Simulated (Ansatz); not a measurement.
Run this with Ansatz 0.2.0 through its Python package and show what comes out.

`sc3inc.py`
```python
# -*- coding: utf-8 -*-
from pathlib import Path
import warnings

import ansatz
from ase import Atoms
from ase.data import atomic_numbers
from ase.io import write
from ase.io.cube import read_cube_data
from ase.neighborlist import neighbor_list
from ase.units import Bohr
import numpy as np
import spglib

warnings.simplefilter("ignore", ansatz.DeckWarning)

atoms = Atoms(
    ["Sc", "Sc", "Sc", "In", "C"],
    scaled_positions=[
        [0.5, 0.0, 0.5],
        [0.0, 0.5, 0.5],
        [0.5, 0.5, 0.0],
        [0.0, 0.0, 0.0],
        [0.5, 0.5, 0.5],
    ],
    cell=[
        [4.55062, 0.0, 0.0],
        [0.0, 4.55062, 0.0],
        [0.0, 0.0, 4.55062],
    ],
    pbc=True,
)
cell = ansatz.Crystal.from_ase(atoms)

base = (
    cell.calculation()
    .functional("PBEsol")
    .basis(630)
    .kpoints(mesh=(3, 3, 3), shift=0.5)
    .occupations(ansatz.OccupationsMethod.GAUSSIAN)
    .mixing("anderson", beta=0.3)
    .scf(tolerance=1e-07)
    .relax(force_tolerance=0.1, max_steps=40, density_extrapolation="none", random_displacement=True, displacement_amplitude=0.1, displacement_seed=71)
    .density()
    .output_files(volumetric_format="cube")
)
steps = []


def collect(event):
    if event["event"] == "relax_step":
        steps.append(event["data"])


res = base.session().plan().execute(on_event=collect)
report = res.report
print("step   energy (eV)     max comp. (eV/A)  SCF")
for s in steps:
    print(f"{s['step']:4d} {s['lagrangian_ev']:15.5f} {s['allowed_force_max_ev_ang']:12.4f} {s['n_scf']:5d}")

first, last = steps[0], steps[-1]
symbols = [site.symbol for site in res.lattice.sites]
print(f"energy gained {first['lagrangian_ev'] - last['lagrangian_ev']:.4f} eV in {len(steps) - 1} steps")

final = Atoms(symbols, positions=last["positions_ang"], cell=res.lattice.cell_ang, pbc=True)
i, j, d = neighbor_list("ijd", final, 4.5)
print("neighbours within 1.15 times the shortest distance of each atom (A)")
for atom in range(len(final)):
    near = [m for m in np.argsort(d) if i[m] == atom]
    shell = [m for m in near if d[m] < 1.15 * d[near[0]]]
    print(f"{symbols[atom]}{atom} ({len(shell)}):", ", ".join(f"{symbols[j[m]]} {d[m]:.3f}" for m in shell))

relaxed = Atoms(symbols, positions=[site.position_ang for site in res.lattice.sites], cell=res.lattice.cell_ang, pbc=True)
write("relaxed.extxyz", relaxed, format="extxyz")

moved = np.linalg.norm(np.array(last["positions_ang"]) - np.array(first["positions_ang"]), axis=1)
print("displacement by atom (A):", " ".join(f"{s}:{d:.3f}" for s, d in zip(symbols, moved)))

print("%-22s %14.5f eV" % ("F = E - TS", report["free_energy_ev"]))
print("%-22s %14.5f eV" % ("E", report["internal_energy_ev"]))
print("%-22s %14.5f eV" % ("Harris-Foulkes", report["harris_foulkes_ev"]))
print("%-22s %14.5f eV" % ("Fermi level", report["fermi_energy_ev"]))

spg_cell = (res.lattice.cell_ang, [s.position_frac for s in res.lattice.sites], [atomic_numbers[s.symbol] for s in res.lattice.sites])
found = spglib.get_symmetry_dataset(spg_cell, symprec=1e-3)
print(found.international, found.number, "point group", found.pointgroup)
for site, letter, group in zip(res.lattice.sites, found.wyckoffs, found.site_symmetry_symbols):
    print(f"  {site.symbol:2s} Wyckoff {letter}  site symmetry {group}")

folder = Path(res.write_results("cubes"))
print("\n".join((folder / "rho.cube").read_text().splitlines()[: 6 + 5]))
values, cube_atoms = read_cube_data(str(folder / "rho.cube"))
print("electrons from the file:", round(values.mean() * cube_atoms.get_volume() / Bohr ** 3, 3))
```

```console
$ python sc3inc.py
step   energy (eV)     max comp. (eV/A)  SCF
   1    -12109.68992       0.8434     9
   2    -12109.69607       1.0887    14
   3    -12109.86453       0.0277    11
energy gained 0.1746 eV in 2 steps
neighbours within 1.15 times the shortest distance of each atom (A)
Sc0 (2): C 2.273, C 2.278
Sc1 (2): C 2.274, C 2.277
Sc2 (2): C 2.274, C 2.277
In3 (12): Sc 3.216, Sc 3.216, Sc 3.217, Sc 3.217, Sc 3.218, Sc 3.218, Sc 3.218, Sc 3.218, Sc 3.218, Sc 3.218, Sc 3.220, Sc 3.220
C4 (6): Sc 2.273, Sc 2.274, Sc 2.274, Sc 2.277, Sc 2.277, Sc 2.278
displacement by atom (A): Sc:0.096 Sc:0.089 Sc:0.088 In:0.099 C:0.116
F = E - TS               -12109.86453 eV
E                        -12109.86453 eV
Harris-Foulkes           -12109.86453 eV
Fermi level                  10.55678 eV
P1 1 point group 1
  Sc Wyckoff a  site symmetry 1
  Sc Wyckoff a  site symmetry 1
  Sc Wyckoff a  site symmetry 1
  In Wyckoff a  site symmetry 1
  C  Wyckoff a  site symmetry 1
ansatz rho
values in e/bohr^3 (x slowest, z fastest)
    5    0.000000    0.000000    0.000000
   40    0.214986    0.000000    0.000000
   40    0.000000    0.214986    0.000000
   40    0.000000    0.000000    0.214986
   21   21.000000    4.285011   -0.042154    4.323958
   21   21.000000   -0.021789    4.263325    4.321689
   21   21.000000    4.281501    4.263459    0.022041
   49   49.000000   -0.015399   -0.034304    0.024526
    6    6.000000    4.274866    4.262755    4.324912
electrons from the file: 50.0
```

It writes `relaxed.extxyz`:
```text
5
Lattice="4.55062 0.0 0.0 0.0 4.55062 0.0 0.0 0.0 4.55062" Properties=species:S:1:pos:R:3 pbc="T T T"
Sc       2.26753000      -0.02230711       2.28814002
Sc      -0.01153020       2.25605425       2.28693930
Sc       2.26567258       2.25612522       0.01166350
In      -0.00814882      -0.01815269       0.01297879
C        2.26216163       2.25575273       2.28864504
```

The settings weren't tested for convergence. The run is spin-unpolarised. The k-point mesh is coarse, and energy and stress weren't tested for convergence. An absolute Fermi energy rests on an arbitrary zero of the periodic potential and has no direct meaning. Energies along a relaxation are free energies. A last row that repeats the one before re-solves the same geometry more tightly. The first row is the displaced cell, and groups found at tight tolerances show what the force threshold leaves of the kick. An opening on this mesh may only mean that it misses a point where bands touch. Grid values close to the nuclei reflect the PAW or pseudopotential construction, not the all-electron fields. The structure comes from a database of computed cells and needn't be a stable or known phase. Timing: 16 s on 1 thread of Intel(R) Xeon(R) 6975P-C (Granite Rapids) (shared host), peak memory 0.54 GiB.

(A comment or docstring line of the script was reworded after the run, the code is as it ran; lines on the test bed's own set-up are left out of the output.)
